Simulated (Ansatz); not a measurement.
Task: a geometry optimisation of CH₆B₂ClN, SMILES BC(Cl)BN, with Ansatz 0.2.0 through its Python package. Give the script and its output. Use: B3LYP, cc-pVDZ basis, multiplicity 1.

```xyz
11

B     1.2526    0.5859    1.1456
C     0.3224   -0.4988    0.4393
Cl   -0.2247   -1.6792    1.6472
B    -0.8809    0.1697   -0.2439
N    -1.1820    0.0293   -1.7576
H     0.7525    1.3037    2.0053
H     2.3479    0.8073    0.7947
H     0.9754   -0.9955   -0.3360
H    -1.7388    0.7568    0.4647
H    -0.3458    0.4462   -2.1916
H    -1.2131   -0.9824   -1.9470
```

The script, `run_opt.py`:
```python
import ansatz as az
from ase import Atoms
import numpy as np

atoms = Atoms(["B", "C", "Cl", "B", "N", "H", "H", "H", "H", "H", "H"], positions=[
    (1.2526, 0.5859, 1.1456),
    (0.3224, -0.4988, 0.4393),
    (-0.2247, -1.6792, 1.6472),
    (-0.8809, 0.1697, -0.2439),
    (-1.182, 0.0293, -1.7576),
    (0.7525, 1.3037, 2.0053),
    (2.3479, 0.8073, 0.7947),
    (0.9754, -0.9955, -0.336),
    (-1.7388, 0.7568, 0.4647),
    (-0.3458, 0.4462, -2.1916),
    (-1.2131, -0.9824, -1.947),
])
ch6b2cln = az.Crystal.molecule_from_ase(atoms)

base = (
    ch6b2cln.calculation()
    .basis(gaussian="cc-pVDZ")
    .functional("b3lyp")
)
symbols = [site.symbol for site in ch6b2cln.cartesian_sites]
start = np.array([site.position_ang for site in ch6b2cln.cartesian_sites], dtype=float)
report = base.relax(force_tolerance=0.005, max_steps=100).run(threads=1).report
end = np.array(report["positions_ang"])

print(f"E = {report['free_energy_ev']:.6f} eV = {report['free_energy_ev'] / 27.211386246:.7f} Ha")
print("converged:", report["converged"], " doubts:", report["published_state_doubts"] or "none")

print("bond        before    after (A)")
for i, j in [(0, 1), (0, 5), (0, 6), (1, 2), (1, 3), (1, 7), (3, 4), (3, 8), (4, 9), (4, 10)]:
    d0, d1 = (np.linalg.norm(xyz[i] - xyz[j]) for xyz in (start, end))
    print(f"{symbols[i]}{i}-{symbols[j]}{j}".ljust(10), f"{d0:8.4f} {d1:8.4f}")
for i, j, k in [(1, 0, 5), (1, 0, 6), (5, 0, 6), (0, 1, 2), (0, 1, 3), (0, 1, 7), (2, 1, 3), (2, 1, 7)]:
    u, v = end[i] - end[j], end[k] - end[j]
    print(f"angle {symbols[i]}{i}-{symbols[j]}{j}-{symbols[k]}{k}: {np.degrees(np.arccos(np.clip(u @ v / np.linalg.norm(u) / np.linalg.norm(v), -1, 1))):.2f} deg")

charges = report["charge_distribution"]
dipole = np.array(charges["dipole_moment_e_ang"]) * 4.803205
print("dipole (D): {:.3f} {:.3f} {:.3f}, length {:.3f}".format(*dipole, np.linalg.norm(dipole)))
print("atom  Mulliken   Lowdin")
for symbol, m, l in zip(symbols, charges["mulliken_charges_e"], charges["lowdin_charges_e"]):
    print(f"{symbol:4s} {m:9.3f} {l:8.3f}")
```

`python run_opt.py` gives:
```text
E = -16501.639562 eV = -606.4240687 Ha
converged: True  doubts: none
bond        before    after (A)
B0-C1        1.5940   1.5466
B0-H5        1.2265   1.2024
B0-H6        1.1713   1.2089
C1-Cl2       1.7753   1.8452
C1-B3        1.5367   1.6062
C1-H7        1.1288   1.1026
B3-N4        1.5497   1.3898
B3-H8        1.2581   1.2030
N4-H9        1.0302   1.0135
N4-H10       1.0297   1.0143
angle C1-B0-H5: 122.81 deg
angle C1-B0-H6: 117.24 deg
angle H5-B0-H6: 119.83 deg
angle B0-C1-Cl2: 115.00 deg
angle B0-C1-B3: 108.76 deg
angle B0-C1-H7: 112.01 deg
angle Cl2-C1-B3: 105.53 deg
angle Cl2-C1-H7: 105.86 deg
dipole (D): 0.445 0.336 -3.669, length 3.711
atom  Mulliken   Lowdin
B        0.074   -0.141
C       -0.047   -0.051
Cl      -0.150    0.209
B       -0.061   -0.546
N        0.049    0.446
H       -0.015   -0.000
H       -0.043    0.000
H        0.036    0.046
H       -0.023    0.003
H        0.095    0.019
H        0.086    0.014
```

Total energies depend on the basis set; only differences at equal settings carry meaning. The end point is the stationary point reached from this start; no frequency run checks that it is a minimum, and the basis set is modest. The Löwdin charges here are taken after orthogonalising the functions within each atom; they differ from plain Löwdin charges, and their signs can be unphysical. b3lyp holds the VWN-RPA fit, as in Gaussian; the form of ORCA and Turbomole is b3lyp5. Hardware and time: 2.5 min on 1 thread of Arm Neoverse V2, with other jobs on the host, peak memory 0.3 GiB.

(Lines on the test bed's own set-up are left out of the output.)
